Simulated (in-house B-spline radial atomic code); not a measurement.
# Tm⁺: ionisation energy by several methods

Aim: the ionisation energy of Tm⁺ by several methods, each as the difference of two self-consistent energies (Tm⁺ and the next ion, [Xe] 4f13).

Program: in-house B-spline radial atomic code version 1. Level of theory: Dirac-Coulomb, several functionals; spherical all-electron atom at the radial basis limit. These are calculated values, not measurements, unless marked.

## (1) The atom as given

- element: thulium (Z = 69)
- charge: +1
- electrons: 68
- configuration: [Xe] 4f13 6s1
- nucleus: Fermi, rms radius 5.226 fm

The outer shells:

[Xe] 4f13 6s1
```
[Xe] core
4f [↑↓][↑↓][↑↓][↑↓][↑↓][↑↓][↑ ]
6s [↑ ]
```

The boxes only draw the filling; these runs are spin-restricted and spherical.

## (2) BLYP, a GGA

The run's settings:

```ini
Z = 69
electrons = 68.0
configuration = [Xe] 4f13 6s1
hamiltonian = dirac
method = b88,lyp
spin_polarised = False
nucleus = fermi
rms_radius = 5.2256
mass_number = 169
atomic_mass = 168.934218956
speed_of_light = 137.035999084
```

## (3) LDA (PW92)

Settings: those of step 2 with these lines changed.

```diff
@@ -4,3 +4,3 @@
 hamiltonian = dirac
-method = b88,lyp
+method = lda,pw
 spin_polarised = False
```

## (4) relativistic LDA

Settings: those of step 3 with these lines changed.

```diff
@@ -4,3 +4,3 @@
 hamiltonian = dirac
-method = lda,pw
+method = lda_x_rel,vwn
 spin_polarised = False
```

## (5) AM05, a GGA

Settings: those of step 4 with these lines changed.

```diff
@@ -4,3 +4,3 @@
 hamiltonian = dirac
-method = lda_x_rel,vwn
+method = am05
 spin_polarised = False
```

## (6) exchange-only LDA

Settings: those of step 5 with these lines changed.

```diff
@@ -4,3 +4,3 @@
 hamiltonian = dirac
-method = am05
+method = lda,
 spin_polarised = False
```

## (7) OLYP, a GGA

Settings: those of step 6 with these lines changed.

```diff
@@ -4,3 +4,3 @@
 hamiltonian = dirac
-method = lda,
+method = optx,lyp
 spin_polarised = False
```

The tabulated ionisation energy is 12.065 ± 0.02 eV (semi-empirical; NIST Atomic Spectra Database). What does each method give, and which comes nearest?

The runs gave:

| method | rung | total energy (hartree) | ΔSCF (eV) | −ε highest (eV) | ΔSCF less tabulated (eV) |
| --- | --- | --- | --- | --- | --- |
| LDA (PW92) | LDA | -13571.9837 | 12.310 | 9.440 (6s1/2) | +0.245 |
| relativistic LDA | LDA | -13547.5596 | 12.278 | 9.415 (6s1/2) | +0.213 |
| exchange-only LDA | LDA | -13564.9995 | 11.417 | 8.028 (4f7/2) | -0.648 |
| BLYP | GGA | -13581.3364 | 12.248 | 9.051 (4f7/2) | +0.183 |
| AM05 | GGA | -13572.3121 | 11.950 | 9.111 (6s1/2) | -0.115 |
| OLYP | GGA | -13585.4249 | 11.967 | 8.764 (6s1/2) | -0.098 |

The tabulated ionisation energy is 12.065 ± 0.02 eV (semi-empirical; NIST Atomic Spectra Database). OLYP comes nearest (-0.098 eV) and exchange-only LDA is farthest (-0.648 eV, 5.4 %). Open shells are averaged (over orientations, and over spins where the run is restricted), while tables refer to the lowest levels. ΔSCF removes a 6s electron, which is not the highest level in every run, so the two columns can refer to different electrons.
